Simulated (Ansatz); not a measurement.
# TaH3: a short molecular-dynamics run

Aim: set TaH3 (an element-swapped structure, 4 atoms, not relaxed) in motion for 20 steps of 0.5 fs under a Langevin thermostat at 100 K, and see how temperature, energy and positions respond.

Method: DFT PBEsol, plane waves, PAW, scalar-relativistic, no spin polarisation, in Ansatz 0.2.0.

## 1. Starting point

The cell holds 4 atoms (H3Ta): a = 3.257 Å, b = 3.257 Å, c = 4.291 Å, α = 67.70°, β = 67.70°, γ = 90.00°.

Structure file:

```
CELL_PARAMETERS angstrom
0.00000 3.25659 0.00000
3.25659 0.00000 0.00000
1.62830 1.62830 -3.62022
ATOMIC_POSITIONS crystal
Ta 0.50000 0.50000 0.00000
H 0.00000 0.00000 0.00000
H 0.75000 0.25000 0.50000
H 0.25000 0.75000 0.50000
```

## 2. The run

Input file input.yaml:

```yaml
crystal:
  lattice:
    - [0.0, 3.256592, 0.0]
    - [3.256592, 0.0, 0.0]
    - [1.628296, 1.628296, -3.620216]
  atoms:
    - { symbol: Ta, position: [0.5, 0.5, 0.0] }
    - { symbol: H, position: [0.0, 0.0, 0.0] }
    - { symbol: H, position: [0.75, 0.25, 0.5] }
    - { symbol: H, position: [0.25, 0.75, 0.5] }
kpoints:
  mp_grid: { grid: [5, 5, 4] }
magnetization:
  spin_polarized: false
scf:
  occupations: { method: fermi_dirac, width: 0.15 }
  algorithm: direct_min
hamiltonian:
  pseudopotentials: { kind: paw }
  xc: pbesol
basis:
  ecutwfc: 420
md:
  timestep: 0.5
  n_steps: 20
  ensemble: nvt_langevin
  temperature: 100.0
  initial_velocities: maxwell_boltzmann
  seed: 52194
```

The run is started by

```bash
> ansatz run input.yaml --threads 2 --pin off --max-ram 2560MiB --backend cpu --events-out ev --progress --plain --runs-dir out
```

**Question.** What will these runs give? Wanted: temperature, first and last step; temperature, second half; potential energy, second half; mean square displacement, second half.

The runs gave:

```
                             quantity                        value
                               length           20 steps of 0.5 fs
     temperature, first and last step                 75 and 122 K
             temperature, second half  mean 92 K, from 71 to 122 K
        potential energy, second half   -2 meV/atom from the start
mean square displacement, second half         H 0.013, Ta 0.000 Å²
```

**Reading.** Against a set 100 K the second half averages 92 K, going from 71 to 122 K over that half. The farthest move is 0.21 Å, against a mean nearest distance of 2.3 Å at the start: no atom has changed site so far. Settings off the usual here: scf.occupations.width, scf.algorithm. 10 fs on 4 atoms is far too short and small for converged averages. The nuclei move classically, without zero-point motion, which matters most for hydrogen.
